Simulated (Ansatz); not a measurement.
# GaH3 (SMILES [GaH3]): CCSD(T)/def2-TZVPPD

What is the vertical electron affinity of GaH3 at CCSD(T)/def2-TZVPPD? 

The calculation is run with Ansatz 0.2.0.

27 further runs of the same task are left out: 3 that didn't finish, 24 set aside as unsound or not needed. Runs told in other sessions of the task aren't counted.

**1. The system as given**

GaH3 has 4 atoms, charge 0, and is taken as a singlet. SMILES: `[GaH3]`. Geometry: relaxed at PBE0-D4/def2-TZVP.

Bond lengths: Ga1–H2 1.568 Å, Ga1–H3 1.568 Å, Ga1–H4 1.568 Å. Angles: H2–Ga1–H3 120.0°, H2–Ga1–H4 120.0°, H3–Ga1–H4 120.0°.

**2. The energy at CCSD(T)/def2-TZVPPD**

run.yaml reads:

```yaml
basis:
  gaussian:
    orbitals: def2-TZVPPD.json
crystal:
  periodic: [false, false, false]
  atoms:
    - {symbol: Ga, position_ang: [0.013400, -0.014900, -0.004600]}
    - {symbol: H, position_ang: [1.252400, 0.343800, 0.887700]}
    - {symbol: H, position_ang: [-0.552100, -1.477800, -0.009700]}
    - {symbol: H, position_ang: [-0.658400, 1.088700, -0.893700]}
correlation:
  method: ccsd_t
  frozen_orbitals: {Ga: 9, H: 0}
accuracy: high
scf:
  omitted_lower_state_checks: [cluster_reference, increment]
```

The basis set def2-TZVPPD is read from a file made from the Basis Set Exchange's data (not shown).

The run is started by

```
$ ansatz run run.yaml --threads 1 --pin off --max-ram 3480MiB --events-out events.jsonl --progress --plain --runs-dir runs
```

The program printed, shortened:

```text
Warning: RAYON_NUM_THREADS=1 ignored (pool sized by the plan → 1); use --threads N
Functional definition: HF
  name "HF"
[...]
1581 factors; integrals over basis functions are off by at most 4.3e-9 eV
[...]
mean field -52380.94396038 eV, -1924.9641854648 hartree, gradient 2.1e-8 eV, S^2 0.000000; 0 other end points of the search recorded, 0 dependent functions left out
9 core orbitals not correlated: weight in the atoms' cores, before any rotation towards them, 1.000 or more for the frozen orbitals, at most 0.000 for the correlated occupied ones
reference -52380.94396038 eV, -1924.9641854648 hartree; 8, 8 occupied and 88, 88 virtual orbitals, 1581 factors
second order -6.68193099 eV of doubles, -0.00000000 eV of singles
cycle   1  -6.63885508 eV  change    4.3e-2 eV  update   8.1e-2
[...]
cycle  19  -7.02209865 eV  change   4.3e-10 eV  update  7.0e-10
perturbative correction -0.22545757 eV, -0.0082854128 hartree
Total energy: -52388.19151660 eV, -1925.2305282434 hartree
Checks for a lower state left out: cluster_reference, increment
```

Wall time 26 s (1 thread of Arm Neoverse N1, shared host); peak memory 0.7 GiB.

**3. The doublet anion at the same level**

molecule.yaml reads:

```yaml
crystal:
  periodic: [false, false, false]
  atoms:
    - symbol: Ga
      position_ang: [0.013400, -0.014900, -0.004600]
    - symbol: H
      position_ang: [1.252400, 0.343800, 0.887700]
    - symbol: H
      position_ang: [-0.552100, -1.477800, -0.009700]
    - symbol: H
      position_ang: [-0.658400, 1.088700, -0.893700]
basis:
  gaussian:
    orbitals: def2-TZVPPD.json
total_charge: -1
magnetization:
  spin_polarized: true
  initial_magnetization: 1
correlation:
  method: ccsd_t
  frozen_orbitals: {Ga: 9, H: 0}
accuracy: high
scf:
  omitted_lower_state_checks: [cluster_reference, increment]
```

The basis set def2-TZVPPD is read from a file made from the Basis Set Exchange's data (not shown).

The run is started by

```
$ ansatz run molecule.yaml --threads 1 --pin off --max-ram 3480MiB --events-out events.jsonl --progress --plain --runs-dir runs
```

The program printed, shortened:

```text
Warning: RAYON_NUM_THREADS=1 ignored (pool sized by the plan → 1); use --threads N
[... 2 set-up lines as earlier in the session ...]
[...]
1581 factors; integrals over basis functions are off by at most 4.3e-9 eV
[...]
mean field -52380.36314269 eV, -1924.9428408086 hartree, gradient 2.0e-8 eV, S^2 0.765794; 4 other end points of the search recorded, 0 dependent functions left out
9 core orbitals not correlated: weight in the atoms' cores, before any rotation towards them, 1.000 or more for the frozen orbitals, at most 0.000 for the correlated occupied ones
reference -52380.36314269 eV, -1924.9428408086 hartree; 9, 8 occupied and 87, 88 virtual orbitals, 1581 factors
second order -7.15711090 eV of doubles, -0.00000000 eV of singles
cycle   1  -7.12258671 eV  change    3.5e-2 eV  update   8.7e-2
[...]
cycle  23  -7.53092810 eV  change   7.8e-10 eV  update   1.1e-9
perturbative correction -0.27458301 eV, -0.0100907396 hartree
Total energy: -52388.16865381 eV, -1925.2296880513 hartree
Checks for a lower state left out: cluster_reference, increment
```

Wall time 2 min (1 thread of Arm Neoverse N1, shared host); peak memory 1.4 GiB.

**4. Results**

At CCSD(T)/def2-TZVPPD, 9 core orbitals frozen:

| quantity | value |
| --- | --- |
| singlet GaH3: total energy | -1925.23053 Eh |
| singlet GaH3: correlation energy (9 core orbitals frozen) | -266.3 mEh |
| singlet GaH3: (T) correction | -8.29 mEh |
| singlet GaH3: T1 diagnostic | 0.013 |
| doublet anion: total energy | -1925.22969 Eh |
| doublet anion: correlation energy (9 core orbitals frozen) | -286.8 mEh |
| doublet anion: (T) correction | -10.09 mEh |
| doublet anion: ⟨S²⟩ of the reference determinant | 0.766 |
| doublet anion: T1 diagnostic | 0.015 |
| vertical electron affinity (to the doublet anion) | -0.023 eV |

The anion lies 0.02 eV (0.5 kcal/mol) above the neutral: the electron isn't bound at this level, and such a value depends on the basis. The triples (singlet GaH3) make up 3.1 % of the correlation energy. The triples (doublet anion) make up 3.5 % of the correlation energy.
